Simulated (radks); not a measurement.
**Fractional charge and spin in the 4d shell of rhodium**

Aim: the energy as the spin-up occupation of 4d runs from 2 to 3 and the spin-down one from 2 to 3, against the two flat planes that join the four corners. Added charge counts from the emptiest corner (up 2, down 2).

The numbers are computed with radks (a radial shooting solver on a logarithmic mesh, Libxc functionals) version 1 (scalar-relativistic Kohn-Sham, BLYP, spin-polarised, spherical densities, finite nucleus), except any that are marked as measured or tabulated.

## (1) Starting point

| Item | Value |
| --- | --- |
| element | rhodium (Z = 45) |
| configuration | [Kr] 4d(up 3, down 3) |
| nuclear rms radius | 4.4945 fm |

A shell typed twice in an input gives spin up, then spin down.

## (2) 4d: up 3, down 3

Input:

```text
Z 45
configuration [Kr] 4d3 4d3
relativity scalar-relativistic
functional b88,lyp
spin polarised
nucleus finite rms 4.4945 fm
c 137.035999084
```

## (3) 4d: up 3, down 2.75

Input: that of step 2 with these lines changed.

```diff
@@ -1,3 +1,3 @@
 Z 45
-configuration [Kr] 4d3 4d3
+configuration [Kr] 4d3 4d2.75
 relativity scalar-relativistic
```

## (4) 4d: up 3, down 2.5

Input: that of step 3 with these lines changed.

```diff
@@ -1,3 +1,3 @@
 Z 45
-configuration [Kr] 4d3 4d2.75
+configuration [Kr] 4d3 4d2.5
 relativity scalar-relativistic
```

## (5) 4d: up 3, down 2.25

Input: that of step 4 with these lines changed.

```diff
@@ -1,3 +1,3 @@
 Z 45
-configuration [Kr] 4d3 4d2.5
+configuration [Kr] 4d3 4d2.25
 relativity scalar-relativistic
```

## (6) 4d: up 3, down 2

Input: that of step 5 with these lines changed.

```diff
@@ -1,3 +1,3 @@
 Z 45
-configuration [Kr] 4d3 4d2.25
+configuration [Kr] 4d3 4d2
 relativity scalar-relativistic
```

## (7) 4d: up 2.75, down 2.75

Input: that of step 6 with these lines changed.

```diff
@@ -1,3 +1,3 @@
 Z 45
-configuration [Kr] 4d3 4d2
+configuration [Kr] 4d2.75 4d2.75
 relativity scalar-relativistic
```

## (8) 4d: up 2.75, down 2.5

Input:

```text
Z 45
configuration [Kr] 4d2.75 4d2.5
relativity scalar-relativistic
functional b88,lyp
spin polarised
nucleus finite rms 4.4945 fm
c 137.035999084
```

## (9) 4d: up 2.75, down 2.25

Input:

```text
Z 45
configuration [Kr] 4d2.75 4d2.25
relativity scalar-relativistic
functional b88,lyp
spin polarised
nucleus finite rms 4.4945 fm
c 137.035999084
```

## (10) 4d: up 2.75, down 2

Input:

```text
Z 45
configuration [Kr] 4d2.75 4d2
relativity scalar-relativistic
functional b88,lyp
spin polarised
nucleus finite rms 4.4945 fm
c 137.035999084
```

## (11) 4d: up 2.5, down 2.5

Input:

```text
Z 45
configuration [Kr] 4d2.5 4d2.5
relativity scalar-relativistic
functional b88,lyp
spin polarised
nucleus finite rms 4.4945 fm
c 137.035999084
```

## (12) 4d: up 2.5, down 2.25

Input:

```text
Z 45
configuration [Kr] 4d2.5 4d2.25
relativity scalar-relativistic
functional b88,lyp
spin polarised
nucleus finite rms 4.4945 fm
c 137.035999084
```

## (13) 4d: up 2.5, down 2

Input:

```text
Z 45
configuration [Kr] 4d2.5 4d2
relativity scalar-relativistic
functional b88,lyp
spin polarised
nucleus finite rms 4.4945 fm
c 137.035999084
```

## (14) 4d: up 2.25, down 2.25

Input: that of step 13 with these lines changed.

```diff
@@ -1,3 +1,3 @@
 Z 45
-configuration [Kr] 4d2.5 4d2
+configuration [Kr] 4d2.25 4d2.25
 relativity scalar-relativistic
```

## (15) 4d: up 2.25, down 2

Input:

```text
Z 45
configuration [Kr] 4d2.25 4d2
relativity scalar-relativistic
functional b88,lyp
spin polarised
nucleus finite rms 4.4945 fm
c 137.035999084
```

## (16) 4d: up 2, down 2

Input: that of step 15 with these lines changed.

```diff
@@ -1,3 +1,3 @@
 Z 45
-configuration [Kr] 4d2.25 4d2
+configuration [Kr] 4d2 4d2
 relativity scalar-relativistic
```

**Question.** What will these runs give? Wanted: for each run, down \ up; 2; 2.25; 2.5; 2.75; 3.

As calculated:

```
down \ up       2    2.25     2.5    2.75       3
        2   0.000  -1.487  -1.973  -1.472   0.000
     2.25  -1.487  -1.916  -1.362   0.161  -1.378
      2.5  -1.973  -1.362   0.215  -1.273  -1.826
     2.75  -1.472   0.161  -1.273  -1.775  -1.361
        3   0.000  -1.378  -1.826  -1.361   0.000
```

The table gives the energy in eV minus the planes, whose edge runs along up + down = one added electron; mirror points follow by spin symmetry. With half an added electron in each spin it lies 0.21 eV above the planes. With half an electron added in spin up alone it lies 1.97 eV below them. The planes are only a guide here: the condition holds for ground states with one frontier orbital, and this shell is degenerate.
